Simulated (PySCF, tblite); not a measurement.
**C4H7BCl2S: geometry, infrared bands and NMR shifts**

Aim: predict the infrared bands and NMR shifts of C4H7BCl2S (`ClB(Cl)CC1CSC1`).

The runs use tblite 0.8.0 and PySCF 2.14.0, with density-fitted response routines of our own; the level of theory stands in each step. All values are computed, except where a source is named. Atoms are numbered from 0 throughout.

## 1. Starting geometry

15 atoms, charge 0, multiplicity 1; geometry from: force field or distance geometry start.

Bonds of the start (Å): Cl0–B1 1.84, B1–Cl2 1.86, B1–C3 1.59, C3–C4 1.53, C4–C5 1.52, C5–S6 1.81, S6–C7 1.81, C7–C4 1.52, C3–H8 1.11, C3–H9 1.13, C4–H10 1.12, C5–H11 1.12, C5–H12 1.11, C7–H13 1.12, C7–H14 1.12.

## 2. Relaxing the molecule with GFN2-xTB

The job: settings as JSON, then the geometry in Å.

```
{"job": {"kind": "relax", "xc": "GFN2-xTB", "basis": "xTB"}, "charge": 0, "multiplicity": 1}
Cl     2.890600     1.450800    -0.831300
B      2.172400     0.038700     0.104000
Cl     3.078100    -0.608300     1.599300
C      0.825700    -0.657600    -0.379100
C     -0.365200     0.306900    -0.316800
C     -0.855600     0.626900     1.083900
S     -2.511700    -0.072300     0.853600
C     -1.671900    -0.339300    -0.732600
H      0.979800    -1.016800    -1.413400
H      0.621800    -1.555600     0.270100
H     -0.180300     1.231400    -0.917500
H     -0.303800     0.085100     1.889100
H     -0.906700     1.722900     1.282000
H     -1.588800    -1.430100    -0.964200
H     -2.188600     0.225100    -1.549000
```

On the command line:

```bash
> OMP_NUM_THREADS=1 python probes_run.py task.json out
```

This one command runs all jobs of the session in turn.

**Question.** This job is followed by: GFN2-xTB harmonic vibrations, gas phase; GIAO PBE0/pcSseg-1 NMR shielding, non-relativistic, gas phase. What will the session give for the following? strongest single infrared mode (GFN2-xTB); zero-point energy (GFN2-xTB); ¹³C shifts against TMS (PBE0/pcSseg-1, means over atoms taken as alike); ¹H shifts against TMS (PBE0/pcSseg-1, means over atoms taken as alike); ³⁵Cl shifts against HCl (PBE0/pcSseg-1, means over atoms taken as alike); ¹¹B shifts against BF3·OEt2 (PBE0/pcSseg-1); ³³S shifts against CS2 (PBE0/pcSseg-1); surface potential, 1st and 99th percentile.

**Answer**, as computed:

| quantity | value |
| --- | --- |
| strongest single infrared mode (GFN2-xTB) | 997 cm⁻¹, 100 km/mol |
| zero-point energy (GFN2-xTB) | 66.5 kcal/mol |
| ¹³C shifts against TMS (PBE0/pcSseg-1, means over atoms taken as alike) | 43.3, 37.4, 36.9 ppm |
| ¹H shifts against TMS (PBE0/pcSseg-1, means over atoms taken as alike) | 3.58, 3.29, 3.00, 1.67 ppm |
| ³⁵Cl shifts against HCl (PBE0/pcSseg-1, means over atoms taken as alike) | 287 ppm |
| ¹¹B shifts against BF3·OEt2 (PBE0/pcSseg-1) | 63.3 ppm |
| ³³S shifts against CS2 (PBE0/pcSseg-1) | -59 ppm |
| surface potential, 1st and 99th percentile | -1.03 V and 1.32 V |

**Reading.** Over 129 steps the energy fell by 0.505 eV; of the close pairs, B1–Cl2 changed most, 1.864 to 1.719 Å. No mode is imaginary among the 39: a minimum at this level. The strongest single mode, at 997 cm⁻¹, moves mainly B1. GFN2-xTB is a fitted tight-binding method: band positions and strengths are rough. Its intensities can rank the bands wrongly. At PBE0/pcSseg-1: The widest tensor belongs to S6: span 623 ppm, with a paramagnetic part of -492 ppm. By nearest atom (PBE0/pcSseg-1), the HOMO sits on S6 80 % and the LUMO on B1 58 %; Cl0, Cl2 about 13 % each.
